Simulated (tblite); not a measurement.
# C7H9BS: the cost of one run

The runs use tblite 0.8.0 and PySCF 2.14.0, with density-fitted response routines of our own; the level of theory stands in each step. All values are computed, except where a source is named. Atoms count from 0, in the outputs and in this text.

## 1. The molecule as given

18 atoms, charge 0, multiplicity 1; geometry from: force field or distance geometry start.

Bonds of the start (Å): B0–C1 1.59, C1–C2 1.52, C2–C3 1.39, C3–C4 1.49, C4–C5 1.50, C5–C6 1.39, C6–S7 1.79, S7–C8 1.82, C4–C1 1.37, C6–C1 1.50, B0–H9 1.19, B0–H10 1.18, C2–H11 1.08, C3–H12 1.09, C4–H13 1.12, C5–H14 1.09, C8–H15 1.12, C8–H16 1.11, C8–H17 1.12.

## 2. Optimising the geometry with GFN2-xTB

What the job is given:

```
{"job": {"kind": "relax", "xc": "GFN2-xTB", "basis": "xTB"}, "charge": 0, "multiplicity": 1}
B      0.344100    -0.244700    -1.866600
C      0.714400    -0.353100    -0.324200
C      1.779100    -1.363600     0.062400
C      2.519000    -0.331400     0.623700
C      1.457300     0.645300     0.240600
C      0.384700     0.885000     1.259400
C     -0.368900    -0.127600     0.688700
S     -1.946700    -0.883800     1.062300
C     -2.880100     0.284600     0.031900
H     -0.086300     0.785900    -2.265900
H     -0.037100    -1.217400    -2.424200
H      1.880300    -2.436700    -0.044300
H      3.460400    -0.280100     1.169900
H      1.762000     1.501100    -0.418800
H      0.265500     1.563800     2.108600
H     -2.710800     1.327100     0.394500
H     -2.576800     0.197100    -1.028100
H     -3.968900     0.055000     0.111900
```

Started as:

```bash
> OMP_NUM_THREADS=1 python probes_run.py task.json out
```

The driver reads the jobs from task.json and runs them one after another.

**Question.** How long does this first job take on 1 thread of Arm Neoverse V2, shared host?

About 1.3 s.
